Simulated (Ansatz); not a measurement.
**ZrC+ (doublet): the correlation ladder, def2-TZVPP**

An exercise on one series of results from a longer session: the logs are not shown, and one member is left open.

Method: def2-TZVPP, core rule «outside noble gas», up to 5 orbitals frozen; program: Ansatz 0.2.0, Gaussian basis.

To be run: UHF; ROHF; CCSD(T) on UHF.

**The geometry**

The geometry is a PBE0/def2-TZVP stationary point (not a proven minimum) of the parent state, kept for this charge and spin. No spin-orbit coupling is included. Elements past krypton take def2 core potentials.

2 atoms, charge 1, spin multiplicity 2.

Atoms are counted from 1 here; the program's logs count them from 0.

Bond lengths: Zr1–C2 1.897 Å.

As a file:

```xyz
2
CZr
Zr    0.0000    0.0000    0.0000
C     0.0000    0.0000    1.8970
```

The first run:

File in.yaml:

```yaml
crystal:
  periodic: [false, false, false]
  atoms:
    - {symbol: Zr, position_ang: [0.000000, 0.000000, 0.000000]}
    - {symbol: C, position_ang: [0.000000, 0.000000, 1.897000]}
basis:
  gaussian: {orbitals: def2-TZVPP}
total_charge: 1
magnetization: {spin_polarized: true, initial_magnetization: 1}
hamiltonian: {xc: hf}
output: {orbitals: {seedname: orbitals}}
```

Launch:

```console
ansatz run in.yaml --threads 1 --pin off --events-out ev --progress --plain --max-ram 4096MiB --backend cpu
```

Among the steps run: UHF; ROHF; CCSD(T) on UHF.

One of the session's tables, all rows but one given; the rest of the session is left out.

| method | from UCCSD(T) (kcal/mol) |
| --- | --- |
| ROHF | +159.85 |
| UHF | ? |
| UMP2 | +41.41 |
| UCCSD | +9.84 |
| UCCSD(T) | 0 |

**Question.** Estimate the row for UHF.

The run gave: from UCCSD(T) (kcal/mol): +132.97. In the column «from UCCSD(T) (kcal/mol)» it lies between UMP2 (+41.41) and ROHF (+159.85).

Caveats from the session: The determinant is far from a pure spin state, so its energy mixes those of several spin states (harmless only where they are near-degenerate, as at dissociation). Warnings: spin contamination; coupled cluster took another determinant than the lowest.
